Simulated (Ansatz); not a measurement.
## AlPt, space group Pm-3m: a comparison of norm-conserving and PAW potentials, step by step

Program: Ansatz 0.2.0, Python API.

Run as a notebook:

**Cell 1**
```python
import ansatz
import numpy as np
import pandas as pd

MESH = (9, 9, 9)
SMEARING = "Marzari-Vanderbilt"
SMEARING_WIDTH = 0.1
SCF_TOL = 1e-09
```

**Cell 2**
```python
def count_gap(report):
    # lowest empty less highest filled band, counting bands; zero where they overlap
    return max(report.get("gap_by_band_count_ev") or 0.0, 0.0)

structure = (
    ansatz.Lattice.from_parameters(3.091546, 3.091546, 3.091546, alpha=90.0, beta=90.0, gamma=90.0)
    .atom("Al", [0.0, 0.0, 0.0])
    .atom("Pt", [0.5, 0.5, 0.5])
)
```

**Cell 3**
```python
structure.resolved().sites[-1]
```
Output:
```text
Site(symbol='Pt', position=(0.5, 0.5, 0.5), moment=None, axis=None, held=None, saved=None)
```

**Cell 4**
```python
base = structure.calculation()
base = base.functional(ansatz.Functional.PBESOL)
base = base.kpoints(*MESH)
base = base.occupations(SMEARING, width=SMEARING_WIDTH)
base = base.scf(tolerance=SCF_TOL).stress()
base = base.forces().band_table()
variants = {
    "PAW": base.pseudopotentials("paw"),
    "norm-conserving": base.pseudopotentials("nc"),
}
# totals differ by the cores that each treatment holds, so compare what does not depend on them
rows = []
for label, variant in variants.items():
    summary = variant.run().report
    levels = np.array(summary["eigenvalues_ev"][0]) - summary["fermi_energy_ev"]
    print(label, "levels at the first k-point near E_F:", np.round(levels[np.abs(levels) < 5], 3))
    rows.append((label, summary["n_electrons"], np.trace(summary["stress_gpa"]) / 3, count_gap(summary)))
print(pd.DataFrame(rows, columns=["treatment", "electrons in bands", "P GPa", "gap by band count eV"]).round(4).to_string(index=False))
```
Output:
```text
DeckWarning: basis.ecutwfc = 420 eV, auto-derived from the records' recommended cutoffs: set by Al (normal level)
DeckWarning: output.stress: scf.convergence.dr2_threshold = 1e-9 eV is looser than the 2e-10 eV advised for a printed stress (1e-10 eV for each atom of the cell: 2). What an SCF threshold leaves in a stress goes as its square root, and in the free energy as [...]
PAW levels at the first k-point near E_F: [-2.562 -2.562 -2.562  3.916  3.916  3.916]
DeckWarning: basis.ecutwfc = 1142.878222 eV, auto-derived from the records' recommended cutoffs: set by Pt (normal level)
norm-conserving levels at the first k-point near E_F: [-2.558 -2.558 -2.558  3.915  3.915  3.915]
      treatment  electrons in bands   P GPa  gap by band count eV
            PAW                21.0 -5.8077                   0.0
norm-conserving                21.0 -5.9882                   0.0
```

PAW gives -5.808 GPa and norm-conserving -5.988 GPa, 0.18 GPa apart. They took 0.9 and 3.1 s of processor time.

The mesh is modest for a metal, so energies can be off by several to tens of meV an atom and pressures by half a GPa or more; differences at equal mesh fare better. A gap by band count of zero or less means overlapping bands, a metal, and at an odd count of electrons it is no gap at all. At these settings the cell as given stands under about -6 GPa, so it isn't at this functional's equilibrium volume. The structure comes from a database of computed cells and needn't be a stable or known phase. Levels are Kohn-Sham eigenvalues on this mesh, without spin-orbit coupling. Warnings are shown shortened and without file and line. Stress is positive in compression. Timing: 4.8 s on 1 thread of Arm Neoverse V2, on a shared host, peak memory 0.46 GiB.
